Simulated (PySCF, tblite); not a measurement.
**C3H10BN: a rotation path, then NMR shifts on frames**

How do NMR shifts of C3H10BN (`CBNCC`) change as the atoms move?

Computed with tblite 0.8.0 and PySCF 2.14.0, with density-fitted response routines of our own, on a single molecule in the gas phase. Atoms count from 0, in the outputs and in this text.

**1. The starting structure**

15 atoms, charge 0, multiplicity 1; geometry from: GFN2-xTB.

Bonds of the start (Å): C0–B1 1.59, B1–N2 1.38, N2–C3 1.45, C3–C4 1.53, C0–H5 1.09, C0–H6 1.09, C0–H7 1.09, B1–H8 1.17, N2–H9 1.01, C3–H10 1.10, C3–H11 1.09, C4–H12 1.09, C4–H13 1.09, C4–H14 1.09.

**2. The rotation path with GFN2-xTB**

Job settings and geometry (Å):

```
{"job": {"kind": "neb", "xc": "GFN2-xTB", "basis": "xTB", "atoms": [4, 3, 2, 1], "turn": 120}, "charge": 0, "multiplicity": 1}
C     -2.565071     0.371863     0.152506
B     -1.223897    -0.391354     0.515723
N     -0.057880    -0.101822    -0.162702
C      1.255816    -0.670246     0.036913
C      2.264496     0.383300     0.493073
H     -2.958960     0.900030     1.019595
H     -2.447068     1.099289    -0.648782
H     -3.340689    -0.328233    -0.153601
H     -1.197096    -1.212398     1.355186
H     -0.052177     0.608443    -0.882389
H      1.607817    -1.128036    -0.897346
H      1.173405    -1.454258     0.791732
H      2.363308     1.166827    -0.256192
H      3.239269    -0.071288     0.649760
H      1.934315     0.835873     1.425024
```

Method: GFN2-xTB climbing-image nudged elastic band, gas phase.

Run with:

```bash
OMP_NUM_THREADS=1 python probes_run.py task.json out
```

This one command runs all jobs of the session in turn.

The program printed:

```text
image   E - E0 / eV
  0      -0.0000
  1       0.0080
  2       0.0288
  3       0.0573
  4       0.0867
  5       0.1073
  6       0.1110
  7       0.1031
  8       0.0966
```

It took 2 s on 1 thread of Arm Neoverse V1, shared host; peak memory 0.18 GiB.

The final band, with the dihedral C4–C3–N2–B1:

| image | dihedral (°) | energy (eV) | energy (kcal/mol) |
| --- | --- | --- | --- |
| 0 | -117 | 0.000 | 0.0 |
| 1 | -102 | 0.008 | 0.2 |
| 2 | -87 | 0.029 | 0.7 |
| 3 | -73 | 0.057 | 1.3 |
| 4 | -60 | 0.087 | 2.0 |
| 5 | -46 | 0.107 | 2.5 |
| 6 | -31 | 0.111 | 2.6 |
| 7 | -15 | 0.103 | 2.4 |
| 8 | 2 | 0.097 | 2.2 |

**3. Shielding tensors: image 0, PBE0/pcSseg-1**

Job settings and geometry (Å):

```
{"job": {"kind": "nmr", "xc": "PBE0", "basis": "pcSseg-1", "pop": false}, "charge": 0, "multiplicity": 1}
C     -2.565100     0.371900     0.152500
B     -1.223900    -0.391400     0.515700
N     -0.057900    -0.101800    -0.162700
C      1.255800    -0.670200     0.036900
C      2.264500     0.383300     0.493100
H     -2.959000     0.900000     1.019600
H     -2.447100     1.099300    -0.648800
H     -3.340700    -0.328200    -0.153600
H     -1.197100    -1.212400     1.355200
H     -0.052200     0.608400    -0.882400
H      1.607800    -1.128000    -0.897300
H      1.173400    -1.454300     0.791700
H      2.363300     1.166800    -0.256200
H      3.239300    -0.071300     0.649800
H      1.934300     0.835900     1.425000
```

With the program's defaults for keys left out, this is: GIAO PBE0/pcSseg-1 NMR shielding, non-relativistic, gas phase.

The program printed:

```text
coarse grid: 11608 points
cycle   1  E = -199.6298225816  dE =  2.903e-01  |g| = 4.486e-01  |ddm| = 3.096e+00
cycle   2  E = -199.6270523185  dE =  2.770e-03  |g| = 4.747e-01  |ddm| = 7.810e-01
cycle   3  E = -199.6838511618  dE = -5.680e-02  |g| = 4.696e-02  |ddm| = 3.991e-01
cycle   4  E = -199.6841938295  dE = -3.427e-04  |g| = 2.654e-02  |ddm| = 4.697e-02
cycle   5  E = -199.6843422557  dE = -1.484e-04  |g| = 5.225e-03  |ddm| = 1.807e-02
cycle   6  E = -199.6843482842  dE = -6.028e-06  |g| = 1.047e-03  |ddm| = 4.806e-03
final grid: 109544 points
cycle   7  E = -199.7105069643  dE = -3.406e-05  |g| = 8.162e-03  |ddm| = 2.309e-02
cycle   8  E = -199.7105018353  dE =  5.129e-06  |g| = 9.504e-03  |ddm| = 1.334e-02
cycle   9  E = -199.7105235590  dE = -2.172e-05  |g| = 9.942e-04  |ddm| = 6.993e-03
cycle  10  E = -199.7105237749  dE = -2.159e-07  |g| = 2.004e-04  |ddm| = 7.300e-04
cycle  11  E = -199.7105237829  dE = -8.012e-09  |g| = 4.510e-05  |ddm| = 1.484e-04
cycle  12  E = -199.7105237834  dE = -5.055e-10  |g| = 9.649e-06  |ddm| = 4.842e-05
converged SCF energy = -199.7105237834

GIAO shielding tensors (ppm)
atom      isotropic    diamagn.    paramagn.     s11        s22        s33       span
  0 C      180.396     252.138     -71.742    169.201    179.164    192.824     23.623
  1 B       61.214     195.742    -134.527     20.907     50.873    111.863     90.956
  2 N      115.931     323.147    -207.217     10.160    155.505    182.128    171.968
  3 C      138.533     243.183    -104.650    118.104    128.504    168.993     50.890
  4 C      164.601     247.307     -82.706    147.108    160.989    185.706     38.598
  5 H       31.287      29.934       1.352     28.209     28.259     37.392      9.183
  6 H       31.778      32.402      -0.624     27.975     30.921     36.439      8.463
  7 H       31.290      29.501       1.789     27.985     28.300     37.586      9.601
  8 H       26.744      32.154      -5.410     25.262     26.339     28.631      3.369
  9 H       27.480      35.535      -8.055     22.252     29.895     30.294      8.042
 10 H       28.341      29.637      -1.296     23.270     27.997     33.757     10.487
 11 H       28.419      30.488      -2.069     24.235     28.685     32.337      8.101
 12 H       30.559      29.969       0.590     27.115     28.944     35.619      8.504
 13 H       30.568      27.917       2.651     26.531     27.569     37.605     11.074
 14 H       30.540      29.963       0.578     27.248     28.914     35.460      8.212
```

Wall time 9.5 s (1 thread of Arm Neoverse V1, shared host); peak memory 0.63 GiB.

The references, computed at this level on geometries of the same kind, shield at (ppm): 1H TMS 31.72, 13C TMS 186.9, 15N NH3 267.7, 11B BF3·OEt2 100.1. Their shielding less the atom's gives the shift. The references are single molecules in the gas phase, so shifts against H2O, NH3, PH3, H3PO4 or CFCl3 are not on the usual liquid scales and can be off by tens of ppm. Each atom is listed at this fixed geometry, with no averaging over motion; a spectrum would average atoms that exchange fast.

| atoms | environment | σ (ppm) | δ (ppm) |
| --- | --- | --- | --- |
| C3 | sp3 CH2 bonded to N | 138.5 | 48.4 |
| C4 | methyl carbon | 164.6 | 22.3 |
| C0 | methyl carbon bonded to B | 180.4 | 6.5 |
| H8 | hydrogen on a boron bonded to C, N | 26.74 | 4.97 |
| H9 | hydrogen on a nitrogen bonded to C, B | 27.48 | 4.24 |
| H10 | hydrogen on an sp3 CH2 bonded to N | 28.34 | 3.38 |
| H11 | hydrogen on an sp3 CH2 bonded to N | 28.42 | 3.30 |
| H14 | hydrogen on a methyl carbon | 30.54 | 1.18 |
| H12 | hydrogen on a methyl carbon | 30.56 | 1.16 |
| H13 | hydrogen on a methyl carbon | 30.57 | 1.15 |
| H5 | hydrogen on a methyl carbon bonded to B | 31.29 | 0.43 |
| H7 | hydrogen on a methyl carbon bonded to B | 31.29 | 0.43 |
| H6 | hydrogen on a methyl carbon bonded to B | 31.78 | -0.06 |
| B1 | boron bonded to C, N, H | 61.2 | 38.9 |
| N2 | nitrogen bonded to C, B, H | 115.9 | 151.8 |

**4. NMR shieldings: image 3, PBE0/pcSseg-1**

Job settings and geometry (Å):

```
{"job": {"kind": "nmr", "xc": "PBE0", "basis": "pcSseg-1", "pop": false}, "charge": 0, "multiplicity": 1}
C     -2.506600     0.394000     0.180900
B     -1.084100    -0.188200     0.567300
N     -0.065900    -0.201000    -0.367000
C      1.293800    -0.667800    -0.169400
C      2.110400     0.298700     0.687900
H     -2.766600     1.245800     0.807200
H     -2.574000     0.717600    -0.856700
H     -3.284800    -0.349300     0.343300
H     -0.876700    -0.618600     1.639600
H     -0.215300     0.205800    -1.278300
H      1.778400    -0.794500    -1.141900
H      1.265900    -1.644500     0.322900
H      2.141200     1.284000     0.228600
H      3.127700    -0.065500     0.805800
H      1.652100     0.391500     1.668400
```

With the program's defaults for keys left out, this is: GIAO PBE0/pcSseg-1 NMR shielding, non-relativistic, gas phase.

The program printed:

```text
coarse grid: 11608 points
cycle   1  E = -199.6271369595  dE =  2.878e-01  |g| = 4.525e-01  |ddm| = 3.098e+00
cycle   2  E = -199.6228369787  dE =  4.300e-03  |g| = 4.844e-01  |ddm| = 7.945e-01
cycle   3  E = -199.6818740934  dE = -5.904e-02  |g| = 4.444e-02  |ddm| = 4.109e-01
cycle   4  E = -199.6821517666  dE = -2.777e-04  |g| = 2.760e-02  |ddm| = 4.586e-02
cycle   5  E = -199.6823145068  dE = -1.627e-04  |g| = 4.493e-03  |ddm| = 1.871e-02
cycle   6  E = -199.6823188673  dE = -4.361e-06  |g| = 1.080e-03  |ddm| = 4.181e-03
final grid: 109544 points
cycle   7  E = -199.7084326597  dE = -3.294e-05  |g| = 8.287e-03  |ddm| = 2.296e-02
cycle   8  E = -199.7084271869  dE =  5.473e-06  |g| = 9.689e-03  |ddm| = 1.361e-02
cycle   9  E = -199.7084498337  dE = -2.265e-05  |g| = 9.672e-04  |ddm| = 7.174e-03
cycle  10  E = -199.7084500358  dE = -2.021e-07  |g| = 2.009e-04  |ddm| = 7.118e-04
cycle  11  E = -199.7084500440  dE = -8.194e-09  |g| = 3.831e-05  |ddm| = 1.506e-04
cycle  12  E = -199.7084500443  dE = -3.582e-10  |g| = 1.042e-05  |ddm| = 4.450e-05
converged SCF energy = -199.7084500443

GIAO shielding tensors (ppm)
atom      isotropic    diamagn.    paramagn.     s11        s22        s33       span
  0 C      179.975     252.060     -72.085    168.119    179.085    192.720     24.601
  1 B       59.786     196.243    -136.456     17.895     44.358    117.106     99.211
  2 N      123.715     322.863    -199.148     15.734    168.243    187.168    171.434
  3 C      142.521     242.678    -100.158    120.459    135.660    171.443     50.984
  4 C      163.029     247.644     -84.615    142.184    160.822    186.080     43.897
  5 H       31.284      30.192       1.092     28.228     28.256     37.368      9.140
  6 H       31.772      32.104      -0.333     27.966     30.866     36.483      8.517
  7 H       31.226      29.506       1.720     27.843     28.352     37.483      9.640
  8 H       26.538      32.378      -5.840     24.463     26.088     29.062      4.598
  9 H       26.889      34.960      -8.071     21.467     28.485     30.715      9.248
 10 H       28.841      29.699      -0.858     23.932     28.682     33.908      9.976
 11 H       28.303      29.896      -1.593     23.448     28.093     33.366      9.918
 12 H       30.539      30.116       0.422     27.323     28.797     35.495      8.173
 13 H       30.706      28.216       2.490     26.666     27.577     37.875     11.209
 14 H       30.325      30.498      -0.173     26.718     29.448     34.809      8.091
```

It took 9.2 s on 1 thread of Arm Neoverse V1, shared host; peak memory 0.67 GiB.

Key values: δ C3 44.4, C4 23.9, C0 7.0, B1 40.3, H8 5.18, H9 4.83 ppm.

**5. Shielding tensors: image 6, PBE0/pcSseg-1**

Job settings and geometry (Å):

```
{"job": {"kind": "nmr", "xc": "PBE0", "basis": "pcSseg-1", "pop": false}, "charge": 0, "multiplicity": 1}
C     -2.499500     0.393700     0.169400
B     -0.993200     0.089200     0.563400
N     -0.074300    -0.252500    -0.411500
C      1.337200    -0.585000    -0.299200
C      2.036700     0.136000     0.845800
H     -2.764400     1.412000     0.451100
H     -2.720500     0.279900    -0.890300
H     -3.179800    -0.255200     0.718200
H     -0.670200     0.165700     1.687000
H     -0.395200    -0.337700    -1.365700
H      1.833600    -0.314200    -1.238400
H      1.453500    -1.670900    -0.169700
H      1.915600     1.210700     0.737000
H      3.097800    -0.101400     0.840100
H      1.618300    -0.162300     1.801000
```

Level: GIAO PBE0/pcSseg-1 NMR shielding, non-relativistic, gas phase.

The program printed:

```text
coarse grid: 11608 points
cycle   1  E = -199.6256399856  dE =  2.888e-01  |g| = 4.522e-01  |ddm| = 3.104e+00
cycle   2  E = -199.6209169103  dE =  4.723e-03  |g| = 4.855e-01  |ddm| = 7.977e-01
cycle   3  E = -199.6805236695  dE = -5.961e-02  |g| = 3.911e-02  |ddm| = 4.113e-01
cycle   4  E = -199.6807004955  dE = -1.768e-04  |g| = 2.777e-02  |ddm| = 4.261e-02
cycle   5  E = -199.6808656507  dE = -1.652e-04  |g| = 4.008e-03  |ddm| = 1.831e-02
cycle   6  E = -199.6808690362  dE = -3.385e-06  |g| = 1.110e-03  |ddm| = 3.611e-03
final grid: 109544 points
cycle   7  E = -199.7070649200  dE = -3.630e-05  |g| = 8.140e-03  |ddm| = 2.283e-02
cycle   8  E = -199.7070605883  dE =  4.332e-06  |g| = 9.284e-03  |ddm| = 1.322e-02
cycle   9  E = -199.7070816078  dE = -2.102e-05  |g| = 8.315e-04  |ddm| = 6.911e-03
cycle  10  E = -199.7070817490  dE = -1.412e-07  |g| = 2.508e-04  |ddm| = 6.591e-04
cycle  11  E = -199.7070817621  dE = -1.310e-08  |g| = 3.522e-05  |ddm| = 1.719e-04
cycle  12  E = -199.7070817624  dE = -2.989e-10  |g| = 9.745e-06  |ddm| = 3.948e-05
converged SCF energy = -199.7070817624

GIAO shielding tensors (ppm)
atom      isotropic    diamagn.    paramagn.     s11        s22        s33       span
  0 C      179.738     252.122     -72.384    167.115    179.139    192.961     25.846
  1 B       62.661     195.789    -133.127     20.422     43.283    124.279    103.857
  2 N      125.415     322.205    -196.789     31.137    158.959    186.151    155.014
  3 C      142.813     242.559     -99.747    124.456    134.580    169.402     44.946
  4 C      169.291     247.771     -78.480    153.796    171.977    182.100     28.304
  5 H       31.248      30.172       1.076     28.051     28.390     37.304      9.253
  6 H       31.793      31.914      -0.121     28.024     30.681     36.674      8.650
  7 H       31.242      29.690       1.552     27.870     28.424     37.432      9.562
  8 H       26.589      32.947      -6.358     24.110     25.472     30.184      6.075
  9 H       26.934      34.323      -7.389     20.507     28.929     31.367     10.860
 10 H       28.649      29.703      -1.054     23.366     28.727     33.852     10.486
 11 H       28.144      29.102      -0.958     22.981     27.656     33.793     10.812
 12 H       30.642      30.337       0.305     27.242     28.570     36.113      8.871
 13 H       30.623      27.954       2.669     26.552     27.876     37.442     10.889
 14 H       29.764      30.390      -0.626     25.526     28.799     34.967      9.441
```

Run time: 9.2 s. Hardware: 1 thread of Arm Neoverse V1, shared host; peak memory 0.67 GiB.

In short: δ C3 44.1, C4 17.6, C0 7.2, B1 37.4, H8 5.13, H9 4.78 ppm.

**6. Nuclear shieldings: image 7, PBE0/pcSseg-1**

Job settings and geometry (Å):

```
{"job": {"kind": "nmr", "xc": "PBE0", "basis": "pcSseg-1", "pop": false}, "charge": 0, "multiplicity": 1}
C     -2.500000     0.386000     0.169300
B     -0.967800     0.196300     0.537400
N     -0.077200    -0.271400    -0.410300
C      1.348800    -0.542200    -0.333800
C      2.019200     0.065300     0.889200
H     -2.796200     1.424100     0.314400
H     -2.760000     0.111500    -0.851300
H     -3.129500    -0.200400     0.836600
H     -0.608900     0.465000     1.619400
H     -0.432500    -0.504500    -1.327900
H      1.830200    -0.141800    -1.236100
H      1.512300    -1.630100    -0.335000
H      1.855200     1.139200     0.907500
H      3.089000    -0.127000     0.858800
H      1.613000    -0.362100     1.800300
```

Level: GIAO PBE0/pcSseg-1 NMR shielding, non-relativistic, gas phase.

The program printed:

```text
coarse grid: 11608 points
cycle   1  E = -199.6258885953  dE =  2.906e-01  |g| = 4.521e-01  |ddm| = 3.108e+00
cycle   2  E = -199.6211955365  dE =  4.693e-03  |g| = 4.853e-01  |ddm| = 7.948e-01
cycle   3  E = -199.6808626955  dE = -5.967e-02  |g| = 3.776e-02  |ddm| = 4.084e-01
cycle   4  E = -199.6810192506  dE = -1.566e-04  |g| = 2.755e-02  |ddm| = 4.163e-02
cycle   5  E = -199.6811816807  dE = -1.624e-04  |g| = 3.998e-03  |ddm| = 1.809e-02
cycle   6  E = -199.6811850276  dE = -3.347e-06  |g| = 1.119e-03  |ddm| = 3.511e-03
final grid: 109544 points
cycle   7  E = -199.7075457618  dE = -3.979e-05  |g| = 8.274e-03  |ddm| = 2.628e-02
cycle   8  E = -199.7075413565  dE =  4.405e-06  |g| = 9.427e-03  |ddm| = 1.345e-02
cycle   9  E = -199.7075630029  dE = -2.165e-05  |g| = 8.402e-04  |ddm| = 6.954e-03
cycle  10  E = -199.7075631457  dE = -1.429e-07  |g| = 2.665e-04  |ddm| = 6.767e-04
cycle  11  E = -199.7075631605  dE = -1.479e-08  |g| = 3.554e-05  |ddm| = 1.800e-04
cycle  12  E = -199.7075631608  dE = -3.047e-10  |g| = 9.288e-06  |ddm| = 3.875e-05
converged SCF energy = -199.7075631608

GIAO shielding tensors (ppm)
atom      isotropic    diamagn.    paramagn.     s11        s22        s33       span
  0 C      179.844     252.195     -72.351    167.194    179.288    193.050     25.856
  1 B       63.764     195.733    -131.970     21.307     45.354    124.630    103.324
  2 N      123.596     322.250    -198.655     31.715    155.185    183.888    152.172
  3 C      141.862     242.835    -100.973    126.579    131.254    167.752     41.173
  4 C      170.293     247.756     -77.462    160.751    170.972    179.156     18.405
  5 H       31.253      30.123       1.129     27.979     28.445     37.334      9.356
  6 H       31.777      31.900      -0.122     27.977     30.642     36.713      8.736
  7 H       31.258      29.787       1.471     27.915     28.447     37.413      9.499
  8 H       26.736      33.053      -6.318     24.158     25.558     30.491      6.333
  9 H       26.991      34.163      -7.172     20.373     29.152     31.449     11.076
 10 H       28.475      29.607      -1.132     23.185     28.356     33.884     10.699
 11 H       28.210      29.109      -0.898     23.049     27.737     33.846     10.796
 12 H       30.505      30.439       0.067     26.982     28.523     36.011      9.029
 13 H       30.551      27.865       2.686     26.523     27.897     37.234     10.710
 14 H       29.991      30.307      -0.316     26.001     28.554     35.417      9.415
```

Wall time 9.2 s (1 thread of Arm Neoverse V1, shared host); peak memory 0.67 GiB.

This run: δ C3 45.1, C4 16.6, C0 7.1, B1 36.3, H8 4.98, H9 4.73 ppm.

**7. Shielding tensors: image 8, PBE0/pcSseg-1**

Job settings and geometry (Å):

```
{"job": {"kind": "nmr", "xc": "PBE0", "basis": "pcSseg-1", "pop": false}, "charge": 0, "multiplicity": 1}
C     -2.501200     0.370400     0.168400
B     -0.953900     0.304900     0.519800
N     -0.088400    -0.276800    -0.385400
C      1.348900    -0.483000    -0.358500
C      2.017300    -0.008800     0.922100
H     -2.852500     1.401100     0.150100
H     -2.749700    -0.075700    -0.793300
H     -3.093800    -0.138200     0.927300
H     -0.561300     0.745300     1.532100
H     -0.476400    -0.638600    -1.246700
H      1.798100     0.043800    -1.212600
H      1.553000    -1.554900    -0.491200
H      1.865900     1.057900     1.057900
H      3.084700    -0.208500     0.868000
H      1.605000    -0.530800     1.780600
```

With the program's defaults for keys left out, this is: GIAO PBE0/pcSseg-1 NMR shielding, non-relativistic, gas phase.

The program printed:

```text
coarse grid: 11608 points
cycle   1  E = -199.6256860383  dE =  2.935e-01  |g| = 4.527e-01  |ddm| = 3.108e+00
cycle   2  E = -199.6208043368  dE =  4.882e-03  |g| = 4.868e-01  |ddm| = 7.954e-01
cycle   3  E = -199.6808147689  dE = -6.001e-02  |g| = 3.804e-02  |ddm| = 4.088e-01
cycle   4  E = -199.6809743120  dE = -1.595e-04  |g| = 2.766e-02  |ddm| = 4.175e-02
cycle   5  E = -199.6811379553  dE = -1.636e-04  |g| = 4.012e-03  |ddm| = 1.813e-02
cycle   6  E = -199.6811413289  dE = -3.374e-06  |g| = 1.129e-03  |ddm| = 3.507e-03
final grid: 109544 points
cycle   7  E = -199.7077075048  dE = -4.305e-05  |g| = 8.271e-03  |ddm| = 2.764e-02
cycle   8  E = -199.7077030891  dE =  4.416e-06  |g| = 9.429e-03  |ddm| = 1.346e-02
cycle   9  E = -199.7077246567  dE = -2.157e-05  |g| = 8.801e-04  |ddm| = 6.944e-03
cycle  10  E = -199.7077248131  dE = -1.564e-07  |g| = 2.799e-04  |ddm| = 7.124e-04
cycle  11  E = -199.7077248295  dE = -1.640e-08  |g| = 3.796e-05  |ddm| = 1.932e-04
cycle  12  E = -199.7077248299  dE = -3.450e-10  |g| = 8.918e-06  |ddm| = 3.952e-05
converged SCF energy = -199.7077248299

GIAO shielding tensors (ppm)
atom      isotropic    diamagn.    paramagn.     s11        s22        s33       span
  0 C      179.453     252.437     -72.984    168.159    177.412    192.788     24.628
  1 B       64.337     195.803    -131.465     22.331     45.874    124.807    102.476
  2 N      121.572     322.409    -200.836     30.342    153.945    180.430    150.088
  3 C      141.470     243.003    -101.533    128.269    128.999    167.143     38.875
  4 C      170.746     247.605     -76.859    165.188    168.753    178.297     13.108
  5 H       31.252      30.075       1.176     27.952     28.402     37.401      9.449
  6 H       31.793      32.069      -0.275     27.997     30.839     36.544      8.547
  7 H       31.246      29.890       1.356     27.930     28.424     37.385      9.455
  8 H       26.785      32.976      -6.191     24.328     25.678     30.350      6.022
  9 H       27.003      34.262      -7.259     20.332     29.343     31.333     11.001
 10 H       28.309      29.521      -1.211     23.069     28.011     33.849     10.780
 11 H       28.349      29.336      -0.987     23.077     28.111     33.858     10.781
 12 H       30.227      30.385      -0.158     26.483     28.442     35.754      9.271
 13 H       30.540      27.802       2.738     26.504     27.926     37.191     10.687
 14 H       30.301      30.204       0.097     26.618     28.461     35.823      9.205
```

It took 9.3 s on 1 thread of Arm Neoverse V1, shared host; peak memory 0.67 GiB.

Key values: δ C3 45.5, C4 16.2, C0 7.5, B1 35.7, H8 4.93, H9 4.71 ppm.

**8. Side by side: NMR shifts**

Shifts (ppm) of some atoms, chosen among heavy atoms and hydrogens apart, with basis size and wall time:

| frame | C3 | C4 | C0 | H9 | H14 | B1 | N2 | functions | time |
| --- | --- | --- | --- | --- | --- | --- | --- | --- | --- |
| image 0 | 48.4 | 22.3 | 6.5 | 4.24 | 1.18 | 38.9 | 151.8 | 135 | 9.5 s |
| image 3 | 44.4 | 23.9 | 7.0 | 4.83 | 1.39 | 40.3 | 144.0 | 135 | 9.2 s |
| image 6 | 44.1 | 17.6 | 7.2 | 4.78 | 1.95 | 37.4 | 142.3 | 135 | 9.2 s |
| image 7 | 45.1 | 16.6 | 7.1 | 4.73 | 1.73 | 36.3 | 144.1 | 135 | 9.2 s |
| image 8 | 45.5 | 16.2 | 7.5 | 4.71 | 1.42 | 35.7 | 146.2 | 135 | 9.3 s |

**9. Outcome**

| quantity | value |
| --- | --- |
| barrier | 0.111 eV (2.6 kcal/mol) at image 6 |
| end to end (GFN2-xTB) | 0.097 eV |
| 13C shifts against TMS (PBE0/pcSseg-1, image 0) | 48.4, 22.3, 6.5 ppm |
| 1H shifts against TMS (PBE0/pcSseg-1, image 0) | 4.97, 4.24, 3.38, 3.30, 1.18, 1.16, 1.15, 0.43, 0.43, -0.06 ppm |
| 11B shifts against BF3·OEt2 (PBE0/pcSseg-1, image 0) | 38.9 ppm |
| 15N shifts against NH3 (PBE0/pcSseg-1, image 0) | 151.8 ppm |
| range of the shift of N2 | 142.3 to 151.8 ppm |

In words: Along the band the dihedral turns by 119°, and the top (dihedral -31°) lies 2.6 kcal/mol above the start (GFN2-xTB, rough), so at room temperature this motion is fast. The top was not checked by a frequency run. Shifts at one fixed geometry are not the observed spectrum, which averages over the motion. In the first frame run (image 0): The largest span, 172 ppm, is at N2, where the paramagnetic term is -207 ppm. In ppm, N2 moves most: its shift spreads over 9.5 ppm, from 142.3 (image 6) to 151.8 (image 0).
